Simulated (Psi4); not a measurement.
# CH4BFOSi (SMILES O=CB[SiH2]F): a chain of runs

Wanted: a geometry optimisation (singlet CH4BFOSi, CAM-B3LYP/def2-SVPD), then the energy (doublet CH4BFOSi+, UCAM-B3LYP/def2-SVPD), then a structure relaxation (doublet CH4BFOSi+, UCAM-B3LYP/def2-SVPD), then a single-point energy (doublet CH4BFOSi−, UCAM-B3LYP/def2-SVPD) of CH4BFOSi. 

Program for the calculation: Psi4 1.11.

## (1) The molecule

CH4BFOSi has 9 atoms, charge 0, and is taken as a singlet. As SMILES, `O=CB[SiH2]F`. The shape is that of a PBE0-D4/def2-TZVP optimisation. This is one conformer, not always the lowest. The run starts from this shape.

Bond lengths: O1–C2 1.227 Å, C2–B3 1.522 Å, B3–Si4 2.001 Å, Si4–F5 1.610 Å, C2–H6 1.099 Å, B3–H7 1.195 Å, Si4–H8 1.489 Å, Si4–H9 1.486 Å. Some angles: O1–C2–B3 90.0°, C2–B3–Si4 120.9°, B3–Si4–F5 110.9°, O1–C2–H6 122.9°, B3–C2–H6 147.1°, C2–B3–H7 117.0°, Si4–B3–H7 122.0°, B3–Si4–H8 109.8°, B3–Si4–H9 112.6°, F5–Si4–H8 107.4°.

## (2) A geometry optimisation at CAM-B3LYP/def2-SVPD (density fitting) (run 1)

Contents of calc.inp:

```
memory 1.6 GB

molecule {
  0 1
  O     -0.789500     0.780400     1.703800
  C     -0.128300     1.442100     0.910400
  B      0.628100     0.188700     0.495800
  Si    -0.077200    -1.007600    -0.945000
  F     -1.360800    -0.349200    -1.659700
  H     -0.262400     2.525000     0.778500
  H      1.608700    -0.084900     1.121700
  H      0.964000    -1.202600    -1.991900
  H     -0.494200    -2.338100    -0.430900
  symmetry c1
}

set {
  basis def2-SVPD
}

opt('cam-b3lyp')
print_variables()
```

Launch:

```sh
$ psi4 -i calc.inp -o calc.out -n 1
```

calc.out:

```text
[...]
  Running in c1 symmetry.
[...]
  Nuclear repulsion =  199.769579492095943
[...]
  Multiplicity = 1
[...]
  Nalpha       = 23
  Nbeta        = 23
[...]
    Number of basis functions: 142
[...]
   @DF-RKS iter   1:  -529.44139961889732   -6.62141e-01   3.99873e-03 ADIIS/DIIS
[...]
   @DF-RKS iter   9:  -529.58027610417776   -1.11413e-11   4.39119e-09 DIIS
[...]
  @DF-RKS Final Energy:  -529.58027610417776
   => Energetics <=
    Nuclear Repulsion Energy =            194.2837073314471752
    One-Electron Energy =               -1116.2042586995144120
    Two-Electron Energy =                 430.1464698797431083
    DFT Exchange-Correlation Energy =     -37.8061946158536131
    Empirical Dispersion Energy =           0.0000000000000000
    VV10 Nonlocal Energy =                  0.0000000000000000
    Total Energy =                       -529.5802761041777558
[...]
 Multipole Moments:
 ------------------------------------------------------------------------------------
     Multipole            Electronic (a.u.)      Nuclear  (a.u.)        Total (a.u.)
 ------------------------------------------------------------------------------------
 L = 1.  Multiply by 2.5417464519 to convert [e a0] to [Debye]
 Dipole X            :         -2.1545779            3.2283006            1.0737227
 Dipole Y            :          1.0975454           -0.9118814            0.1856640
 Dipole Z            :         -1.0833745            0.8325650           -0.2508095
 Magnitude           :                                                    1.1181489
[...]
  -Total Gradient:
     Atom            X                  Y                   Z
    ------   -----------------  -----------------  -----------------
       1        0.000016998274     0.000020616321     0.000013918755
       2        0.000007545595    -0.000014853659    -0.000006996477
       3        0.000014308280     0.000054944482     0.000053358505
       4       -0.000003226882     0.000016096758     0.000028547727
       5       -0.000029269621     0.000013590826     0.000013898597
       6        0.000021686422     0.000011597479     0.000014085626
       7        0.000007871482    -0.000012867324    -0.000022696566
       8       -0.000018074999     0.000026457629    -0.000002770587
       9       -0.000018574294     0.000020395383     0.000009423317
[...]
    Final optimized geometry and variables:
    Molecular point group: c1
    Full point group: C1
    Geometry (in Angstrom), charge = 0, multiplicity = 1:
    O           -0.535845830653     0.968592759828     2.020086330379
    C            0.200937892766     1.418479025161     1.158933880202
    B            1.035976981383     0.222627040745     0.614513312762
    SI           0.339403680406    -0.994812314527    -0.823732646444
    F           -0.962835989412    -0.319785442447    -1.572618094872
    H            0.186994570237     2.500859720770     0.902012828685
    H            2.059480727632    -0.042400926180     1.187482648393
    H            1.373453040059    -1.202902337460    -1.872922406930
    H           -0.096458465751    -2.305413362028    -0.277039248185
  Variable Map:
[...]
```

Standard output:

```text
Optimizer: Optimization complete!
```

It took 4.7 min on 1 thread of Intel Xeon Platinum 8259CL at 2.50GHz (Skylake/Cascade Lake), shared host; peak memory 1.2 GiB.

Steps, from the record of the run:

| step | energy from the first frame kept (eV) | largest force (eV/Å) |
| --- | --- | --- |
| 0 | 0.0000 | 1.3716 |
| 1 | -0.0281 | 0.4797 |
| 2 | -0.0318 | 0.2120 |
| 3 | -0.0362 | 0.1456 |
| 4 | -0.0392 | 0.1563 |
| 5 | -0.0381 | 0.4549 |
| 6 | -0.0458 | 0.3819 |
| 7 | -0.0510 | 0.0846 |
| 8 | -0.0521 | 0.0814 |
| 9 | -0.0531 | 0.0735 |
| 10 | -0.0536 | 0.0440 |
| 11 | -0.0538 | 0.0092 |
| 12 | -0.0538 | 0.0040 |

After the run. Bond lengths: O1–C2 1.219 Å, C2–B3 1.557 Å, B3–Si4 2.009 Å, Si4–F5 1.647 Å, C2–H6 1.113 Å, B3–H7 1.203 Å, Si4–H8 1.488 Å, Si4–H9 1.485 Å. Some angles: O1–C2–B3 106.7°, C2–B3–Si4 122.0°, B3–Si4–F5 110.6°, O1–C2–H6 121.0°, B3–C2–H6 132.3°, C2–B3–H7 117.3°, Si4–B3–H7 120.2°, B3–Si4–H8 110.4°, B3–Si4–H9 111.9°, F5–Si4–H8 106.6°.

## (3) The doublet cation: the energy at UCAM-B3LYP/def2-SVPD (density fitting) (run 2)

Contents of calc.dat:

```
memory 1600 mb

molecule geom {
  1 2
  O     -1.71455418     1.74497121     3.50540795
  C     -0.32223421     2.59513254     1.87806651
  B      1.25576080     0.33529978     0.84925993
  Si    -0.06057139    -1.96532651    -1.86863111
  F     -2.52144834    -0.68971035    -3.28381866
  H     -0.34858455     4.64053619     1.39255430
  H      3.18990305    -0.16553056     1.93201442
  H      1.89349802    -2.35855962    -3.85131286
  H     -0.88423309    -4.44200346    -0.83553107
  units bohr
  symmetry c1
}

set globals {
  reference uks
}

e_tot = energy("cam-b3lyp/def2-SVPD")
```

Launch:

```sh
$ psi4 -n 1 calc.dat calc.out
```

calc.out:

```text
[...]
  Running in c1 symmetry.
[...]
  Nuclear repulsion =  194.283710728668439
[...]
  Multiplicity = 2
[...]
  Nalpha       = 23
  Nbeta        = 22
[...]
    Number of basis functions: 142
[...]
   @DF-UKS iter   1:  -529.12529948228530   -4.77858e-01   3.14195e-03 ADIIS/DIIS
[...]
   @DF-UKS iter  13:  -529.20884404440267   -1.30175e-07   5.16397e-07 DIIS
[...]
   @S^2 Observed:                7.627046357E-01
[...]
    Orbital Energies [Eh]
    ---------------------
    Alpha Occupied:
       1A    -66.428344     2A    -24.921732     3A    -19.611678
       4A    -10.662725     5A     -7.126628     6A     -5.589297
       7A     -3.954041     8A     -3.951533     9A     -3.949689
      10A     -1.486322    11A     -1.400269    12A     -1.010623
      13A     -0.927009    14A     -0.854106    15A     -0.821671
      16A     -0.802814    17A     -0.743997    18A     -0.690010
      19A     -0.678768    20A     -0.677619    21A     -0.664504
      22A     -0.587716    23A     -0.582980
    Alpha Virtual:
      24A     -0.289226    25A     -0.279839    26A     -0.148704
[...]
  @DF-UKS Final Energy:  -529.20884404440267
   => Energetics <=
    Nuclear Repulsion Energy =            194.2837107286684386
    One-Electron Energy =               -1105.7777036856095947
    Two-Electron Energy =                 419.8681095170058484
    DFT Exchange-Correlation Energy =     -37.5829606044673667
    Empirical Dispersion Energy =           0.0000000000000000
    VV10 Nonlocal Energy =                  0.0000000000000000
    Total Energy =                       -529.2088440444026674
[...]
 Multipole Moments:
 ------------------------------------------------------------------------------------
     Multipole            Electronic (a.u.)      Nuclear  (a.u.)        Total (a.u.)
 ------------------------------------------------------------------------------------
 L = 1.  Multiply by 2.5417464519 to convert [e a0] to [Debye]
 Dipole X            :         -1.7909219            3.2282997            1.4373777
 Dipole Y            :          2.2407779           -0.9118814            1.3288966
 Dipole Z            :          0.6211450            0.8325629            1.4537079
 Magnitude           :                                                    2.4382960
[...]
```

It took 34 s on 1 thread of Intel Xeon Platinum 8259CL at 2.50GHz (Skylake/Cascade Lake), shared host; peak memory 1.1 GiB.

## (4) The doublet cation: a geometry optimisation at UCAM-B3LYP/def2-SVPD (density fitting) (run 3)

Contents of ch4bfosi.in:

```
memory 1600 mb

molecule molecule1 {
  1 2
  O     -0.907303     0.923399     1.854982
  C     -0.170519     1.373285     0.993830
  B      0.664520     0.177433     0.449409
  Si    -0.032053    -1.040006    -0.988837
  F     -1.334293    -0.364979    -1.737722
  H     -0.184463     2.455666     0.736908
  H      1.688024    -0.087595     1.022378
  H      1.001996    -1.248096    -2.038027
  H     -0.467916    -2.350607    -0.442144
  units angstrom
  symmetry c1
}

set reference uks
set geom_maxiter 50

result, w = optimize('cam-b3lyp/def2-SVPD', return_wfn=True)
print_variables()
```

Launch:

```sh
$ psi4 ch4bfosi.in ch4bfosi.out -n 1
```

ch4bfosi.out, cut to the lines that bear on the results:

```text
[...]
  Running in c1 symmetry.
[...]
  Nuclear repulsion =  194.283710678634833
[...]
  Multiplicity = 2
[...]
  Nalpha       = 23
  Nbeta        = 22
[...]
    Number of basis functions: 142
[...]
   @DF-UKS iter   1:  -529.12529955407274   -4.77858e-01   3.14195e-03 ADIIS/DIIS
[...]
   @DF-UKS iter  11:  -529.22396666283760   -1.72804e-11   4.32290e-09 DIIS
[...]
   @S^2 Observed:                7.586524279E-01
[...]
  @DF-UKS Final Energy:  -529.22396666283760
   => Energetics <=
    Nuclear Repulsion Energy =            196.2972303806849368
    One-Electron Energy =               -1109.7667220654084304
    Two-Electron Energy =                 421.8325677269224343
    DFT Exchange-Correlation Energy =     -37.5870427050365095
    Empirical Dispersion Energy =           0.0000000000000000
    VV10 Nonlocal Energy =                  0.0000000000000000
    Total Energy =                       -529.2239666628375971
[...]
 Multipole Moments:
[...]
  -Total Gradient:
     Atom            X                  Y                   Z
    ------   -----------------  -----------------  -----------------
       1       -0.000016417861     0.000020932846     0.000000504691
       2       -0.000008845404    -0.000031254256    -0.000024490955
       3       -0.000035943500     0.000024147175    -0.000019253961
       4       -0.000021948481    -0.000012660840    -0.000013675892
       5       -0.000075638435     0.000010339717     0.000001406945
       6       -0.000044909881     0.000011246528    -0.000014282618
       7       -0.000014593315     0.000002139151    -0.000058464619
       8       -0.000077075906     0.000006822665    -0.000036229853
       9       -0.000039518371     0.000003875512     0.000000988219
[...]
    Final optimized geometry and variables:
    Molecular point group: c1
[...]
```

The script printed:

```text
Optimizer: Optimization complete!
```

It took 8.7 min on 1 thread of Intel Xeon Platinum 8259CL at 2.50GHz (Skylake/Cascade Lake), shared host; peak memory 1.2 GiB.

Steps, from the record of the run:

| step | energy from the first frame kept (eV) | largest force (eV/Å) |
| --- | --- | --- |
| 0 | 0.0000 | 2.7999 |
| 1 | -0.2589 | 1.7185 |
| 2 | -0.2774 | 1.4254 |
| 3 | -0.3784 | 0.4403 |
| 4 | -0.4006 | 0.1919 |
| 5 | -0.4061 | 0.1549 |
| 6 | -0.4094 | 0.0397 |
| 7 | -0.4107 | 0.0515 |
| 8 | -0.4110 | 0.0745 |
| 9 | -0.4113 | 0.0527 |
| 10 | -0.4114 | 0.0369 |
| 11 | -0.4115 | 0.0163 |
| 12 | -0.4115 | 0.0044 |

After the run. Bond lengths: O1–C2 1.180 Å, C2–B3 1.641 Å, B3–Si4 2.062 Å, Si4–F5 1.631 Å, C2–H6 1.129 Å, B3–H7 1.195 Å, Si4–H8 1.477 Å, Si4–H9 1.479 Å. Some angles: O1–C2–B3 123.9°, C2–B3–Si4 109.0°, B3–Si4–F5 102.0°, O1–C2–H6 121.7°, B3–C2–H6 114.4°, C2–B3–H7 115.4°, Si4–B3–H7 135.6°, B3–Si4–H8 108.2°, B3–Si4–H9 106.3°, F5–Si4–H8 110.8°.

## (5) The doublet anion: a single-point energy at UCAM-B3LYP/def2-SVPD (density fitting) (run 4)

Contents of job.dat:

```
memory 1600 MB

molecule mol {
  -1 2
  O     -1.71455418     1.74497121     3.50540795
  C     -0.32223421     2.59513254     1.87806651
  B      1.25576080     0.33529978     0.84925993
  Si    -0.06057139    -1.96532651    -1.86863111
  F     -2.52144834    -0.68971035    -3.28381866
  H     -0.34858455     4.64053619     1.39255430
  H      3.18990305    -0.16553056     1.93201442
  H      1.89349802    -2.35855962    -3.85131286
  H     -0.88423309    -4.44200346    -0.83553107
  units au
  symmetry c1
}

set basis def2-SVPD
set reference uks

e, wfn = energy('cam-b3lyp', return_wfn=True)
print_variables()
```

Launch:

```sh
$ psi4 -n 1 job.dat job.out
```

job.out:

```text
[...]
  Running in c1 symmetry.
[...]
  Nuclear repulsion =  194.283710728668439
[...]
  Multiplicity = 2
[...]
  Nalpha       = 24
  Nbeta        = 23
[...]
    Number of basis functions: 142
[...]
   @DF-UKS iter   1:  -529.32583141878160   -6.78390e-01   5.11018e-03 ADIIS/DIIS
[...]
   @DF-UKS iter  13:  -529.60651349609338   -2.68565e-07   7.81580e-07 DIIS
[...]
   @S^2 Observed:                7.535507873E-01
[...]
    Orbital Energies [Eh]
    ---------------------
    Alpha Occupied:
       1A    -66.043212     2A    -24.586736     3A    -19.035158
       4A    -10.153306     5A     -6.587540     6A     -5.203196
       7A     -3.569063     8A     -3.564943     9A     -3.562722
      10A     -1.067309    11A     -0.938550    12A     -0.502846
      13A     -0.459586    14A     -0.402645    15A     -0.350139
      16A     -0.346651    17A     -0.343618    18A     -0.324670
      19A     -0.290597    20A     -0.251026    21A     -0.235290
      22A     -0.157614    23A     -0.128238    24A      0.001974
    Alpha Virtual:
      25A      0.177056    26A      0.188347    27A      0.195466
[...]
  @DF-UKS Final Energy:  -529.60651349609338
   => Energetics <=
    Nuclear Repulsion Energy =            194.2837107286684386
    One-Electron Energy =               -1125.5572074363535648
    Two-Electron Energy =                 439.6206154338656802
    DFT Exchange-Correlation Energy =     -37.9536322222739244
    Empirical Dispersion Energy =           0.0000000000000000
    VV10 Nonlocal Energy =                  0.0000000000000000
    Total Energy =                       -529.6065134960933847
[...]
 Multipole Moments:
 ------------------------------------------------------------------------------------
     Multipole            Electronic (a.u.)      Nuclear  (a.u.)        Total (a.u.)
 ------------------------------------------------------------------------------------
 L = 1.  Multiply by 2.5417464519 to convert [e a0] to [Debye]
 Dipole X            :         -3.6422680            3.2282997           -0.4139684
 Dipole Y            :          0.9134540           -0.9118814            0.0015726
 Dipole Z            :         -1.6387675            0.8325629           -0.8062046
 Magnitude           :                                                    0.9062771
[...]
```

Wall time 34 s (1 thread of Intel Xeon Platinum 8259CL at 2.50GHz (Skylake/Cascade Lake), shared host); peak memory 1.1 GiB.

## (6) Outcome

```
                                                               quantity          value
                    run 1, CAM-B3LYP/def2-SVPD: total energy at the end  -529.58028 Eh
                              run 1, CAM-B3LYP/def2-SVPD: dipole moment         2.84 D
                                run 1, CAM-B3LYP/def2-SVPD: HOMO energy       -9.19 eV
                                run 1, CAM-B3LYP/def2-SVPD: LUMO energy       -1.46 eV
                              run 1, CAM-B3LYP/def2-SVPD: HOMO–LUMO gap        7.73 eV
                                    doublet cation, run 2: total energy  -529.20884 Eh
              doublet cation, run 2: HOMO energy (highest over α and β)      -15.81 eV
               doublet cation, run 2: LUMO energy (lowest over α and β)      -11.04 eV
                                            doublet cation, run 2: ⟨S²⟩          0.763
                         doublet cation, run 3: total energy at the end  -529.22397 Eh
              doublet cation, run 3: HOMO energy (highest over α and β)      -15.81 eV
               doublet cation, run 3: LUMO energy (lowest over α and β)      -10.40 eV
                                            doublet cation, run 3: ⟨S²⟩          0.759
                                            doublet anion: total energy  -529.60651 Eh
                      doublet anion: HOMO energy (highest over α and β)        0.05 eV
                       doublet anion: LUMO energy (lowest over α and β)        4.80 eV
                                                    doublet anion: ⟨S²⟩          0.754
adiabatic ionisation energy (to the doublet cation, no zero-point term)       9.696 eV
```

The adiabatic ionisation energy (to the doublet cation, no zero-point term) is 9.70 eV (224 kcal/mol). The optimisation (run 1, CAM-B3LYP/def2-SVPD) took 13 steps and changed the energy by -0.054 eV. The optimisation (doublet cation, run 3) took 13 steps and changed the energy by -0.412 eV. The HOMO (doublet anion) lies at positive energy, 0.05 eV; only total energies tell whether the electron is bound.
